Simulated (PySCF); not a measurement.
# H6HfO4Si ((OH)3Hf-O-SiH3): the cost of one run

Programs: PySCF 2.14.0, with density-fitted response routines of our own. Each step states its level of theory. These are calculated values for one molecule in the gas phase, unless marked as measured. Atoms are numbered from 0 throughout.

### Step 1. The starting structure

12 atoms, charge 0, multiplicity 1; geometry from: GFN2-xTB. The atoms were then displaced at random by about 0.03 Å, so the start is not that level's minimum.

Bonds of the start (Å): Hf0–O1 1.79, Hf0–O2 1.91, Hf0–O3 1.86, Hf0–O4 1.97, O1–H6 1.00, O2–H7 1.02, O3–H8 1.06, O4–Si5 1.58, Si5–H9 1.50, Si5–H10 1.46, Si5–H11 1.54.

### Step 2. Optimising the geometry at PBE0-D3(BJ)/def2-SVP

What the job is given:

```
{"job": {"xc": "PBE0", "basis": "def2-SVP", "d3": "d3bj", "grid": 1, "maxiter": 40, "shake": 0.03, "kind": "geom"}, "charge": 0, "multiplicity": 1}
Hf     0.652880     0.570760    -0.166860
O      1.736860    -0.567050    -1.022690
O      1.256490     2.261850    -0.807830
O      0.775370     0.736350     1.679450
O     -1.239040     0.207350    -0.579780
Si    -1.703350    -1.212880    -0.064140
H      2.448930    -0.086190    -1.529420
H      1.608750     2.846460    -0.050950
H      0.041700     0.167400     2.194390
H     -2.562490    -1.091020     1.162250
H     -2.442290    -1.894350    -1.117990
H     -0.458340    -2.021420     0.354560
```

Started as:

```bash
OMP_NUM_THREADS=1 python probes_run.py task.json out
```

The driver reads the jobs from task.json and runs them one after another.

Q: Estimate the wall time and peak memory of this first job on 1 thread of Arm Neoverse V2, shared host.

About 3.2 min, with a peak of 0.5 GiB.
